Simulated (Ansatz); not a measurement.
# NF3 (nitrogen trifluoride) at MP2/STO-3G

Aim: the electronic atomisation energy of NF3 (nitrogen trifluoride) at MP2/STO-3G, from 3 runs. 

The calculation is run with Ansatz 0.2.0.

29 further runs of the same task are left out: 1 that didn't finish, 28 set aside as unsound or not needed.

### 1 Starting point

NF3: 4 atoms, total charge 0, spin state singlet. As SMILES, `FN(F)F`. Geometry: relaxed at PBE0-D4/def2-TZVP.

Bond lengths: F1–N2 1.360 Å, N2–F3 1.360 Å, N2–F4 1.360 Å. Angles: F1–N2–F3 102.1°, F1–N2–F4 102.1°, F3–N2–F4 102.1°.

### 2 A single-point energy at MP2/STO-3G

input.yaml

```yaml
crystal:
  periodic: [false, false, false]
  atoms:
    - {symbol: F, position_ang: [0.614010, 0.000340, 1.066930]}
    - {symbol: "N", position_ang: [0.353420, -0.074150, -0.266250]}
    - {symbol: F, position_ang: [-0.636280, -1.006490, -0.312240]}
    - {symbol: F, position_ang: [-0.331150, 1.080310, -0.488440]}
basis:
  gaussian: {orbitals: STO-3G}
total_charge: 0
accuracy: high
correlation: {method: mp2, frozen_orbitals: {F: 1, "N": 1}}
```

Command:

```sh
ansatz run input.yaml --threads 1 --pin off --max-ram 3480MiB --events-out events.jsonl --progress --plain --runs-dir runs
```

Output:

```text
Warning: RAYON_NUM_THREADS=1 ignored (pool sized by the plan → 1); use --threads N
Functional definition: HF
  name "HF"
  exchange = exact_x
  correlation = 0
369 factors; integrals over basis functions are off by at most 3.8e-8 eV
mean field evaluation 1: about -9457.0822 eV, gradient 3.9e1 eV
mean field evaluation 2: about -9457.3287 eV, gradient 3.9e1 eV
mean field evaluation 4: about -9462.7714 eV, gradient 2.6e0 eV
mean field evaluation 8: about -9462.8167 eV, gradient 3.9e-4 eV
mean field -9462.81672767 eV, -347.7521006142 hartree, gradient 3.2e-8 eV, S^2 0.000000; 0 other end points of the search recorded, 0 dependent functions left out
4 core orbitals not correlated: weight in the atoms' cores, before any rotation towards them, 1.000 or more for the frozen orbitals, at most 0.000 for the correlated occupied ones
reference -9462.81672767 eV, -347.7521006142 hartree; 13, 13 occupied and 3, 3 virtual orbitals, 369 factors
second order -2.82034419 eV of doubles, -0.00000000 eV of singles
Total energy: -9465.63707186 eV, -347.8557463515 hartree
```

Wall time 0.12 s (1 thread of Arm Neoverse V1, shared host).

### 3 The F atom at the same level

input.yaml

```yaml
basis:
  gaussian:
    orbitals: STO-3G
crystal:
  periodic: [false, false, false]
  atoms:
    - symbol: F
      position_ang: [0.000000, 0.000000, 0.000000]
correlation:
  method: mp2
  frozen_orbitals: {F: 1}
accuracy: high
magnetization:
  spin_polarized: true
  initial_magnetization: 1
```

Run the same way, it converges to -97.98651 Eh (log not shown).

### 4 The N atom, same level

input.yaml

```yaml
crystal:
  periodic: [false, false, false]
  atoms:
    - symbol: N
      position_ang: [0.000000, 0.000000, 0.000000]
basis:
  gaussian:
    orbitals: STO-3G
correlation:
  method: mp2
  frozen_orbitals: {"N": 1}
magnetization:
  spin_polarized: true
  initial_magnetization: 3
accuracy: high
```

Run the same way, it converges to -53.71901 Eh (log not shown).

### 5 What came out

Level: MP2/STO-3G, 4 core orbitals frozen.

| quantity | value |
| --- | --- |
| molecule: total energy | -347.85575 Eh |
| molecule: correlation energy (4 core orbitals frozen) | -103.6 mEh |
| F atom: total energy | -97.98651 Eh |
| F atom: correlation energy (1 core orbital frozen) | 0.0 mEh |
| F atom: ⟨S²⟩ of the reference determinant | 0.750 |
| N atom: total energy | -53.71901 Eh |
| N atom: correlation energy (1 core orbital frozen) | 0.0 mEh |
| N atom: ⟨S²⟩ of the reference determinant | 3.750 |
| electronic atomisation energy | 4.822 eV |

What this shows: Taking the molecule apart into free atoms costs 4.82 eV (465 kJ/mol), before zero-point energy and without spin-orbit coupling. In a minimal basis such a difference can be off by several eV, whatever the method.
